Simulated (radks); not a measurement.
**Excited configurations of Gd⁺**

An exercise on one series of results from a longer session: the logs are not shown, and one member is left open.

Method: non-relativistic Kohn-Sham, r2SCAN, spin-unpolarised, spherical densities, point nucleus. Code: radks (a radial shooting solver on a logarithmic mesh, Libxc functionals) version 1.

## Starting point

```
element       : gadolinium (Z = 64)
charge        : +1
electrons     : 63
configuration : [Xe] 4f7 5d1 6s1
```

The outer shells:

Gd⁺
```
[Xe] core
4f [↑ ][↑ ][↑ ][↑ ][↑ ][↑ ][↑ ]
5d [↑ ][  ][  ][  ][  ]
6s [↑ ]
```

Set-up of the first run:

Input:

```text
Z 64
configuration [Xe] 4f7 5d1 6s1
relativity non-relativistic
functional r2scan,r2scan
spin unpolarised
nucleus point
```

Steps of the session up to this table: Ground configuration: [Xe] 4f7 5d1 6s1.

One of the session's tables, all rows but one given; the rest of the session is left out.

It belongs to the step «Ground configuration: [Xe] 4f7 5d1 6s1». Sizes of the orbitals, from the radial functions (bohr):

| level | <r> | outermost maximum (interpolated) | 90 % within | nodes |
| --- | --- | --- | --- | --- |
| 4s | 0.5869 | 0.547 | 0.841 | 3 |
| 4p | ? | ? | ? | ? |
| 4d | 0.6364 | 0.560 | 0.954 | 1 |
| 5s | 1.426 | 1.28 | 2.05 | 4 |
| 5p | 1.595 | 1.39 | 2.33 | 3 |
| 4f | 0.8242 | 0.557 | 1.40 | 0 |
| 5d | 2.465 | 1.85 | 3.91 | 2 |
| 6s | 3.960 | 3.52 | 5.70 | 5 |

**Question.** Estimate the row for 4p.

**Answer.** <r>: 0.6010; outermost maximum (interpolated): 0.552; 90 % within: 0.872; nodes: 2. In the column «<r>» it lies between 4s (0.5869) and 4d (0.6364).

To keep in mind: Relativity is left out here, which matters for elements this heavy. Spin polarisation and multiplet splitting are left out, so open shells lie too high by an amount that depends on their filling.
